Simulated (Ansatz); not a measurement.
# Pt (Pt (100), 4 layers): how the settings move a single-point run

Aim: see which settings change the result for Pt (Pt (100), 4 layers), by how much, and at what cost.

Method: reference: DFT, LDA, PAW with Ansatz's default frozen-core files, scalar-relativistic, in Ansatz 0.2.0.

### Step 1. The starting structure

Symmetry: P4/nmm, No. 129, tetragonal system. Conventional cell: a = 2.753 Å, b = 2.753 Å, c = 21.841 Å, α = 90.00°, β = 90.00°, γ = 90.00°. Pt (site symmetry 4mm) has 8 Pt at 2.75 Å as nearest neighbours. Around Pt (site symmetry 4mm) lie 12 Pt at 2.75 Å.

Structure file:

```cif
data_structure
_symmetry_space_group_name_H-M 'P4/nmm:1'
_symmetry_Int_Tables_number 129
_cell_length_a 2.7534
_cell_length_b 2.7534
_cell_length_c 21.8408
_cell_angle_alpha 90.000
_cell_angle_beta 90.000
_cell_angle_gamma 90.000
_cell_volume 165.58
loop_
_atom_site_label
_atom_site_type_symbol
_atom_site_symmetry_multiplicity
_atom_site_Wyckoff_symbol
_atom_site_fract_x
_atom_site_fract_y
_atom_site_fract_z
_atom_site_occupancy
Pt1 Pt 2 c 0.50000 0.00000 0.36629 1
Pt2 Pt 2 c 0.00000 0.50000 0.45543 1
```

### Step 2. The reference run

File input.yaml:

```yaml
crystal:
  lattice:
    - [2.7533987118, 0.0, 0.0]
    - [0.0, 2.7533987118, 0.0]
    - [0.0, 0.0, 21.8408]
  atoms:
    - { symbol: Pt, position: [0.25, 0.25, 0.3662860174] }
    - { symbol: Pt, position: [0.75, 0.75, 0.4554286721] }
    - { symbol: Pt, position: [0.25, 0.25, 0.5445713273] }
    - { symbol: Pt, position: [0.75, 0.75, 0.6337139826] }
kpoints:
  mp_grid: { grid: [15, 15, 1] }
scf:
  occupations: { method: fermi_dirac, width: 0.05 }
hamiltonian:
  xc: lda
  pseudopotentials: { kind: paw }
output:
  forces: true
  stress: true
  eigenvalues: true
  populations: true
efield:
  axis: 3
  amplitude: 0
  dipole_correction: true
```

Started as:

```
$ ansatz run input.yaml --threads 1 --pin off --max-ram 3584MiB --backend cpu --events-out ev --progress --plain --runs-dir out
```

### Step 3. Variant: n_extra_bands 32

Changes to input.yaml since step 2:

```diff
@@ -14,2 +14,3 @@
   occupations: { method: fermi_dirac, width: 0.05 }
+  n_extra_bands: 32
 hamiltonian:
```

Q: Predict the outcome of this session. Wanted: for each run, ending; energy change; gap; force.

The runs gave:

| run | ending | energy change | gap (eV) | force (eV/Å) | cycles | time |
| --- | --- | --- | --- | --- | --- | --- |
| reference | converged | 0 | 0.00 | 0.47 | 9 | 13 s |
| 1: n_extra_bands 32 | converged | 0.0 meV/atom | 0.00 | 0.47 | 9 | 21 s |

Residual by cycle in the longest SCF loop of each run; runs are numbered as in the table. The quantity is the density residual dr2, in eV.

| cycle | reference | run 1 |
| --- | --- | --- |
| 1 | 0.681 | 0.69 |
| 2 | 0.0887 | 0.0864 |
| 3 | 0.079 | 0.0762 |
| 4 | 0.00149 | 0.00164 |
| 5 | 2.7e-4 | 3.3e-4 |
| 6 | 4.2e-5 | 3.0e-5 |
| 7 | 1.6e-6 | 1.6e-6 |
| 8 | 3.1e-7 | 2.9e-7 |
| 9 | 1.0e-8 | 7.2e-9 |

**Reading.** Energy and cycle count are those of the reference, so the change (band count) left the result and the number of cycles as they were. Cost: 21 s against 13 s.
